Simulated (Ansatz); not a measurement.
# GeH₁₉N₃Si₆: a ladder of functionals and wavefunction methods

One table from this session's results is given with a row withheld; the runs are named, their logs left out.

Program: Ansatz 0.2.0, Gaussian basis. Level of theory: functionals in def2-TZVPP, the program's frozen cores in correlated methods. These are calculated values, not measurements.

Plan: LDA (SPW92), PBE-D4, revPBE-D4, BLYP-D4, r2SCAN-D4, B97M-V, PBE0-D4, B3LYP-D4, r2SCANh-D4, r2SCAN0-D4, HSE06-D4, BHLYP-D4, CAM-B3LYP-D4, LC-ωPBE, ωB97X-V, ωB97M-V, B2PLYP, PBE-QIDH; CCSD(T)/def2-SVP; CCSD(T)/def2-TZVPP; MP2/def2-QZVPP; extrapolation to the limit; RPA on PBE.

## The relaxed structure

All runs share one geometry, relaxed beforehand with PBE0-D4 in a triple-zeta def2 set.

SMILES `[SiH3][N]([SiH3])[GeH]([N]([SiH3])[SiH3])[N]([SiH3])[SiH3]`, 29 atoms, charge 0, spin multiplicity 1.

Atoms are counted from 1 here; the program's logs count them from 0.

Bond lengths: Si1–N2 1.737 Å, Si1–H11 1.484 Å, Si1–H12 1.488 Å, Si1–H13 1.487 Å, N2–Si3 1.735 Å, N2–Ge4 1.838 Å, Si3–H14 1.488 Å, Si3–H15 1.488 Å, Si3–H16 1.485 Å, Ge4–N5 1.838 Å, Ge4–N8 1.838 Å, Ge4–H17 1.534 Å, N5–Si6 1.737 Å, N5–Si7 1.735 Å, Si6–H18 1.488 Å, Si6–H19 1.484 Å, Si6–H20 1.487 Å, Si7–H21 1.485 Å and more. Angles: N2–Si1–H11 111.9°, N2–Si1–H12 106.3°, N2–Si1–H13 112.2°, H11–Si1–H12 109.4°, H11–Si1–H13 108.5°, H12–Si1–H13 108.4°, Si1–N2–Si3 120.2°, Si1–N2–Ge4 119.4°, Si3–N2–Ge4 119.9°, N2–Si3–H14 107.4°, N2–Si3–H15 111.6°, N2–Si3–H16 111.3°, H14–Si3–H15 108.8°, H14–Si3–H16 109.5°, H15–Si3–H16 108.2°, N2–Ge4–N5 107.1°, N2–Ge4–N8 107.1°, N2–Ge4–H17 111.7° and more.

Set-up of the first run:

in.yaml reads:

```yaml
crystal:
  periodic: [false, false, false]
  atoms:
    - {symbol: Si, position_ang: [-2.155291, 0.637174, 1.404456]}
    - {symbol: N, position_ang: [-1.424793, 0.946725, -0.140826]}
    - {symbol: Si, position_ang: [-2.025610, 2.222705, -1.151835]}
    - {symbol: Ge, position_ang: [-0.158501, -0.217188, -0.789229]}
    - {symbol: N, position_ang: [1.474220, 0.609724, -0.618277]}
    - {symbol: Si, position_ang: [1.586869, 2.096189, 0.273413]}
    - {symbol: Si, position_ang: [2.841256, 0.017590, -1.508123]}
    - {symbol: N, position_ang: [-0.144242, -1.677836, 0.326632]}
    - {symbol: Si, position_ang: [1.171247, -1.885302, 1.441963]}
    - {symbol: Si, position_ang: [-1.321539, -2.936033, 0.121364]}
    - {symbol: H, position_ang: [-1.143911, 0.545054, 2.487016]}
    - {symbol: H, position_ang: [-3.064375, 1.784578, 1.673429]}
    - {symbol: H, position_ang: [-2.962095, -0.612126, 1.404505]}
    - {symbol: H, position_ang: [-1.189353, 2.245772, -2.382542]}
    - {symbol: H, position_ang: [-3.443980, 1.992409, -1.539362]}
    - {symbol: H, position_ang: [-1.938928, 3.538384, -0.468832]}
    - {symbol: H, position_ang: [-0.444004, -0.615509, -2.242547]}
    - {symbol: H, position_ang: [3.030122, 2.458991, 0.299477]}
    - {symbol: H, position_ang: [1.090275, 1.946601, 1.664180]}
    - {symbol: H, position_ang: [0.835998, 3.201527, -0.379489]}
    - {symbol: H, position_ang: [4.006540, -0.212404, -0.616915]}
    - {symbol: H, position_ang: [3.253164, 0.968910, -2.576010]}
    - {symbol: H, position_ang: [2.437616, -1.267910, -2.139764]}
    - {symbol: H, position_ang: [1.318522, -0.719097, 2.348285]}
    - {symbol: H, position_ang: [0.850848, -3.097541, 2.243935]}
    - {symbol: H, position_ang: [2.466953, -2.109864, 0.747329]}
    - {symbol: H, position_ang: [-2.015156, -3.239913, 1.398699]}
    - {symbol: H, position_ang: [-2.312721, -2.458365, -0.880568]}
    - {symbol: H, position_ang: [-0.698730, -4.191343, -0.379967]}
basis:
  gaussian: {orbitals: def2-TZVPP}
hamiltonian: {xc: lda}
output: {orbitals: {seedname: orbitals}}
```

Launch:

```
ansatz run in.yaml --threads 11 --pin off --events-out ev --progress --plain --max-ram 174080MiB --backend cuda --devices 0, --max-vram 75GiB
```

Among the steps run: LDA; PBE-D4 (GGA); revPBE-D4 (GGA); BLYP-D4 (GGA); r2SCAN-D4 (meta-GGA); B97M-V (meta-GGA); PBE0-D4 (hybrid); B3LYP-D4 (hybrid); r2SCANh-D4 (hybrid); r2SCAN0-D4 (hybrid); HSE06-D4 (hybrid); BHLYP-D4 (hybrid); CAM-B3LYP-D4 (range-separated); LC-ωPBE (range-separated); ωB97X-V (range-separated); ωB97M-V (range-separated); B2PLYP (double hybrid); PBE-QIDH (double hybrid).

One of the session's tables, all rows but one given; the rest of the session is left out.

It belongs to the step «Frontier levels by functional». 

```
  functional  HOMO (eV)  gap (eV)
 LDA (SPW92)      -6.44      4.76
      PBE-D4          ?         ?
   revPBE-D4      -6.32      5.05
     BLYP-D4      -6.23      5.04
   r2SCAN-D4      -6.66      5.55
      B97M-V      -6.89      5.53
     PBE0-D4      -7.63      7.10
    B3LYP-D4      -7.41      6.74
  r2SCANh-D4      -7.13      6.32
  r2SCAN0-D4      -7.84      7.48
    HSE06-D4      -7.23      6.33
    BHLYP-D4      -8.82      9.30
CAM-B3LYP-D4      -8.94      9.51
     LC-ωPBE     -10.28     11.94
     ωB97X-V      -9.97     11.47
     ωB97M-V      -9.88     11.06
```

Q: Estimate the row for PBE-D4 from the others.

As computed: HOMO (eV): -6.36; gap (eV): 4.96. In the column «HOMO (eV)» it lies between LDA (SPW92) (-6.44) and revPBE-D4 (-6.32).
